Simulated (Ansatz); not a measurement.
Nudged elastic band run: Mg9O8

The input (input.yaml):

```yaml
crystal:
  lattice:
    - [0.0, 4.026, 4.026]
    - [4.026, 0.0, 4.026]
    - [4.026, 4.026, 0.0]
  atoms:
    - { symbol: Mg, position: [-0.00035694, -0.00158856, -0.00853045] }
    - { symbol: O, position: [0.2236996, 0.22252399, 0.26837093] }
    - { symbol: Mg, position: [-0.00731285, -0.00854835, 0.48987596] }
    - { symbol: O, position: [0.25706298, 0.25579541, 0.75477161] }
    - { symbol: Mg, position: [-0.03522446, 0.51145265, 0.0105086] }
    - { symbol: O, position: [0.2316295, 0.75922593, 0.25813009] }
    - { symbol: Mg, position: [-0.00061611, 0.49268288, 0.49771062] }
    - { symbol: O, position: [0.22316983, 0.76957497, 0.72110165] }
    - { symbol: Mg, position: [0.51276777, -0.03644436, 0.01044703] }
    - { symbol: O, position: [0.76043783, 0.23034755, 0.25814307] }
    - { symbol: Mg, position: [0.49382777, -0.00185733, 0.4977378] }
    - { symbol: O, position: [0.77080133, 0.22197314, 0.7210829] }
    - { symbol: Mg, position: [0.54239478, 0.54115709, 0.03970002] }
    - { symbol: O, position: [0.75353272, 0.75230493, 0.25129631] }
    - { symbol: Mg, position: [0.51274093, 0.51144447, 0.46227033] }
    - { symbol: O, position: [0.76070611, 0.75948102, 0.72945155] }
    - { symbol: Mg, position: [0.40136229, 0.40015016, 0.89859399] }
basis:
  ecutwfc: 420.0
kpoints:
  mp_grid: { grid: [2, 2, 2] }
hamiltonian:
  xc: pbe
  pseudopotentials: { kind: paw, azcp: { folder: soft_1 } }
scf:
  occupations: { method: gaussian, width: 0.05 }
  lower_state_search: "off"
neb:
  images: 5
  f_tol: 0.03
  initial_path: idpp
  max_iterations: 78
  spring: { min: 2.0, max: 10.0 }
  final_atoms:
    - { symbol: Mg, position: [-0.010865, 0.00734122, 0.0013844] }
    - { symbol: O, position: [0.24834266, 0.2696086, 0.24139491] }
    - { symbol: Mg, position: [0.1235987, -0.04170195, 0.45967808] }
    - { symbol: O, position: [0.26728084, 0.24395195, 0.74471759] }
    - { symbol: Mg, position: [-0.01083508, 0.50218739, 0.00132592] }
    - { symbol: O, position: [0.24843992, 0.74055519, 0.2413566] }
    - { symbol: Mg, position: [-0.01123344, 0.50154575, 0.50820768] }
    - { symbol: O, position: [0.24968634, 0.7400855, 0.77006458] }
    - { symbol: Mg, position: [0.48564759, -0.01128395, 0.03688226] }
    - { symbol: O, position: [0.71455988, 0.27716372, 0.23133477] }
    - { symbol: Mg, position: [0.48621992, -0.01138495, 0.48931331] }
    - { symbol: O, position: [0.71271095, 0.27867061, 0.77827805] }
    - { symbol: Mg, position: [0.47352386, 0.50811997, 0.01009348] }
    - { symbol: O, position: [0.75588855, 0.74784422, 0.24841129] }
    - { symbol: Mg, position: [0.48624192, 0.53575638, 0.48930037] }
    - { symbol: O, position: [0.71260601, 0.73021745, 0.77849836] }
    - { symbol: Mg, position: [0.70058575, 0.09905613, 0.60112977] }
  order_check: true
```

Command:

```bash
$ ansatz run input.yaml --threads 1 --pin off --max-ram 3072MiB --backend cpu --events-out ev --progress --plain --runs-dir out
```

Output, in part (warnings, iteration lines):

```
NEB end point (image 0): max|allowed force component| = 8.986e-3 eV/Å (the criterion of neb.relax_end_points is 1.000e-2)
NEB end point (image 6): max|allowed force component| = 2.083e-2 eV/Å (the criterion of neb.relax_end_points is 1.000e-2)
NEB iter   1: max|band force component| = 1.499e1 eV/Å  barrier→ = 7.0434 eV  barrier← = 7.0433 eV  Δτ_max = 0.0981 Å  (73 SCF iters)
NEB iter   2: max|band force component| = 7.916e0 eV/Å  barrier→ = 4.0773 eV  barrier← = 4.0772 eV  Δτ_max = 0.1959 Å  (47 SCF iters)
NEB iter   3: max|band force component| = 3.190e0 eV/Å  barrier→ = 1.8630 eV  barrier← = 1.8629 eV  Δτ_max = 0.1090 Å  (44 SCF iters)
NEB iter   4: max|band force component| = 1.092e0 eV/Å  barrier→ = 1.7146 eV  barrier← = 1.7145 eV  Δτ_max = 0.0443 Å  (39 SCF iters)
NEB iter   5: max|band force component| = 8.315e-1 eV/Å  barrier→ = 1.6829 eV  barrier← = 1.6827 eV  Δτ_max = 0.1464 Å  (39 SCF iters)
NEB iter   6: max|band force component| = 8.327e-1 eV/Å  barrier→ = 1.6659 eV  barrier← = 1.6657 eV  Δτ_max = 0.0365 Å  (45 SCF iters)
NEB iter   7: max|band force component| = 3.643e-1 eV/Å  barrier→ = 1.6502 eV  barrier← = 1.6500 eV  CI = image 3  Δτ_max = 0.0727 Å  (41 SCF iters)
NEB iter   8: max|band force component| = 4.043e-1 eV/Å  barrier→ = 1.6358 eV  barrier← = 1.6356 eV  CI = image 3  Δτ_max = 0.0362 Å  (42 SCF iters)
[... lines left out ...]
```

It converged. By the program's own check the climbing image is a first-order saddle point (lowest curvatures found: -2.04 and 2.89 eV/Å²). Limits of this set-up: coarse k mesh, a small cell, in which the defect meets its images.

Final band (atoms are numbered from 1 in the order of the input):

```
image  path coordinate (Å)  energy (eV)  O2–Mg17 (Å)  Mg3–O10 (Å)  Mg3–O12 (Å)
    0                 0.00         0.00         1.80         1.87         1.86
    1                 1.98         0.05         2.97         2.02         2.01
    2                 2.60         0.55         3.12         2.07         2.05
    3                 3.11         0.73         3.20         2.19         2.13
    4                 3.55         0.58         3.28         2.29         2.16
    5                 4.07         0.21         3.30         2.18         2.11
    6                 5.10         0.00         3.08         2.62         2.62
```

Run time: 19 min on 1 thread of Arm Neoverse V2, with other jobs on the host, peak memory 0.61 GiB.
